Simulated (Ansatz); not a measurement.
## A log of run times: single point runs on H100 cards

The runs below are of Ansatz 0.2.0 on a node with eight NVIDIA H100 80GB cards and 96 AMD EPYC 7R13 cores, one at a time and with no other job on the machine; times are wall-clock times from launch to exit. Times and memory are rounded to two significant figures, and ratios are formed from the unrounded values. A row is a single run, so small differences between rows aren't established. Precision is the program's default, which can work at lower precision in parts of a run. Card memory is the largest of readings taken every 0.4 s, so short peaks can be missed, and it isn't given for runs under about 3 s. It shows what a run took, which needn't be the least that it can run in: the program holds more work at once where threads and free memory allow.

| system | level | atoms | k mesh | symmetry operations used (translations within a supercell counted) | k points | plane waves at Γ | dense FFT grid | bands at the start | spin | occupations | typed settings | flags | threads | cards used | cutoff (eV) | SCF iterations | wall time | SCF clock | outside it | CPU time | host memory (GiB) | fullest card (GiB) | the cards share | remarks |
| --- | --- | --- | --- | --- | --- | --- | --- | --- | --- | --- | --- | --- | --- | --- | --- | --- | --- | --- | --- | --- | --- | --- | --- | --- |
| Si (Fd-3m) | PBE | 2 | 7×7×7 | 48 | 20 | 749 | 27×27×27 | 8 | none | fixed | forces; stress | --backend cuda --devices 1 | 48 | 1 | 420 | 6 | 1.7 s | 0.18 s | 1.5 s | 3.1 s | 1.0 |  |  |  |
| AlN (P6_3mc) | PBE | 4 | 8×8×5 | 12 | 30 | 833 | 24×24×36 | 12 | none | fixed | forces; stress | --backend cuda --devices 1 | 48 | 1 | 420 | 7 | 1.7 s | 0.22 s | 1.5 s | 4.8 s | 1.1 |  |  |  |
| a 3×3×2 supercell of GaAs (F-43m), displaced | r2SCAN | 36 | 2×2×3 | 1 | 8 | 21769 | 90×90×60 | 288 | none | fermi dirac 0.1 eV | forces | --backend cuda --devices 1 | 48 | 1 | 500 | 10 | 3.9 s | 1.9 s | 2.0 s | 16 s | 1.7 | 18 |  |  |
| a 7×7×4 supercell of GaN (P6_3mc), displaced | PBE | 784 | 1×1×1 | 1 | 1 | 175281 | 150×150×144 | 4312 | none | fixed | forces | --backend cuda --devices 0,1,2,3,4,5,6,7 | 48 | 8 | 420 | 11 | 16 s | 8.5 s | 7.2 s | 57 s | 4.3 | 42 | the one k point, in part | real-space projectors |
| a 6×6×6 supercell of Cu (Fm-3m), displaced | PBE | 216 | 2×2×2 | 1 | 8 | 48359 | 108×108×108 | 2268 | none | fermi dirac 0.1 eV | forces | --backend cuda --devices 1 | 48 | 1 | 420 | 12 | 24 s | 22 s | 2.0 s | 90 s | 3.8 | 72 |  | card 72 of 80 GiB; slots 8→3 |
| a 6×6×5 supercell of GaAs (F-43m), displaced | PBE | 360 | 1×1×2 | 1 | 2 | 167157 | 180×180×144 | 2880 | none | fermi dirac 0.1 eV | forces | --backend cuda --devices 1 | 48 | 1 | 420 | 10 | 34 s | 30 s | 3.4 s | 84 s | 3.9 | 75 |  | card 75 of 80 GiB; slots 2→1; subspace 2→1 |

The SCF clock is the program's own. It runs from the start of the first SCF loop to the final result and holds forces, stress, later SCFs and response steps. Outside it lie start-up, exit and the set-up ahead of the first loop, which depends on the cell and the method.

On cards the PAW terms of the exact-exchange stress are formed on the host, whole or in part, so cards needn't shorten that step. SCF iterations are those that the program logged, summed over all steps and exchange cycles of a run; an SCF made in search of a lower state can go uncounted. A hybrid's count includes the PBE SCF that it starts from. Runs at Γ alone can use real arithmetic, which is cheaper than at other k points.

«slots a→b»: to fit the memory the program cut the eigensolver solves (one k point and spin each) that it holds at once from a to b, which trades time for memory. «subspace a→b»: the factor that sizes the eigensolver's work panels (the Davidson subspace factor) was cut from a to b to fit the card. «real-space projectors»: the card applied the projectors on the grid points about the atoms, another method than in rows without this remark. «card a of b GiB» or «host a of b GiB»: the run took three quarters or more of a card's memory (or the program reckoned to fill 85 % of what was free), or 60 % or more of the host memory that it had. The program fits its work to the free memory, so such a run may be limited by memory even where its log doesn't say so. Rows whose remarks tell of memory aren't like for like with rows without. Of long logs only the start and the end were kept, so a limit that memory set in between can be missed. Where the cards share one k point, they share only part of the work.

The rows are different systems and settings, so they are no series in one variable.

Displaced: atoms moved at random by about 0.04 Å along each cell vector.

All these runs read the PAW files of the folder soft_1, one of the program's own sets, generated with PBE, and start from superposed atoms.

Question: How long does this run take? system: a 1×1×2 supercell of Yb4As2O (I4/mmm); level: HSE06; atoms: 14; k mesh: 5×5×3; symmetry operations used (translations within a supercell counted): 8; k points: 24; plane waves at Γ: 4633; dense FFT grid: 40×54×40; bands at the start: 159; spin: none; occupations: gaussian 0.1 eV; typed settings: forces; stress; ecutwfc: 350; flags: --backend cuda --devices 1; threads: 96; cards used: 1; cutoff (eV): 350 (below the recommended 420).

Answer: 36 s, in 57 SCF iterations, with 18 min of CPU time and 8.5 GiB of host memory, and 40 GiB on the fullest card. Of the wall time 32 s is on the SCF clock and 4.1 s outside. The stress takes 12 s. It made 3 exchange cycles. Remarks: band table 2.5 s; SCF threshold loose for stress (1e-7 against 1.4e-9 eV); exchange threshold loose for stress (1e-6 against 1.4e-7 eV); mesh cuts symmetry 16→8. «SCF threshold loose for stress (a against b)»: the program warns that its threshold a on the density residual is looser than the b that it advises where a stress is wanted. The warning is on the threshold set and not on the residual reached, which can lie below it; a run set to the advised value can need more iterations. «exchange threshold loose for stress (a against b)»: the same warning for the energy threshold of a hybrid's exchange loop, again on the value set and not on the value reached. «mesh cuts symmetry a→b»: the program warns that the k mesh doesn't keep all a symmetry operations of the cell (for a supercell the count includes its translations). It used the b that carry the mesh onto itself, so fewer k points are equivalent than under the full symmetry. «band table a s»: behind the SCF the program solved its bands further for a band table, asked for or not, which took a s of the SCF clock (told where that is 5 % of it or more).
